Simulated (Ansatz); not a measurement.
## TePb2Se, space group R-3m: a Berry-phase polarisation, step by step

With Ansatz's Python interface.

Typed at the interpreter:
```pycon
>>> import ansatz as az
>>> import numpy as np
>>> structure = (
...     az.Lattice.of([2.24709909, 1.29736326, 7.33499646], [-2.24709909, 1.29736326, 7.33499646], [0.0, -2.59472653, 7.33499646])
...     .atom("Te", [0.5, 0.5, 0.5])
...     .atom("Pb", [0.74469737, 0.74469737, 0.74469737])
...     .atom("Pb", [0.25530263, 0.25530263, 0.25530263])
...     .atom("Se", [0.0, 0.0, 0.0])
... )
>>> [site.symbol for site in structure.resolved().sites]
['Te', 'Pb', 'Pb', 'Se']
>>> def berry(structure):
...     return (
...         structure.calculation()
...         .functional(az.Functional.PBESOL, dispersion="d4")
...         .pseudopotentials("paw")
...         .basis(38 * az.Ry)
...         .kpoints(6)
...         .occupations("fixed")
...         .polarization()
...         .run()
...         .polarization()
...     )
...
>>> vectors = np.array(structure.lattice.vectors)
>>> shifted = structure.move(1, to=np.array(structure.sites[1].position) + 0.01 * np.linalg.inv(vectors)[2])
>>> before, after = berry(structure), berry(shifted)
>>> for label, p in (("as typed", before), ("shifted", after)):
...     print(label, "reduced polarisation:", [round(axis.reduced, 4) for axis in p.axes], "modulo", p.modulus)
...
as typed reduced polarisation: [23.0, 23.0, 23.0] modulo 2
shifted reduced polarisation: [23.0023, 23.0023, 23.0023] modulo 2
>>> # take the change on the nearest branch, then turn it into a dipole per cell
>>> change = np.array([b.reduced - a.reduced for a, b in zip(before.axes, after.axes)])
>>> change -= before.modulus * np.round(change / before.modulus)
>>> dipole = change @ vectors
>>> print("dipole change (e A):", np.round(dipole, 4) + 0.0)
dipole change (e A): [0.     0.     0.0507]
>>> print("column of the Born charge of", structure.sites[1].symbol, "for a shift along z:", np.round(dipole / 0.01, 2) + 0.0)
column of the Born charge of Pb for a shift along z: [0.   0.   5.07]
```

Spin-orbit coupling, which matters for elements this heavy, is left out. The structure comes from a database of computed cells and needn't be a stable or known phase. Polarisation is defined up to a quantum, so only the change along a continuous path has meaning. Timing: 2.1 min on 1 thread of Arm Neoverse V2 (shared host), peak memory 0.85 GiB.
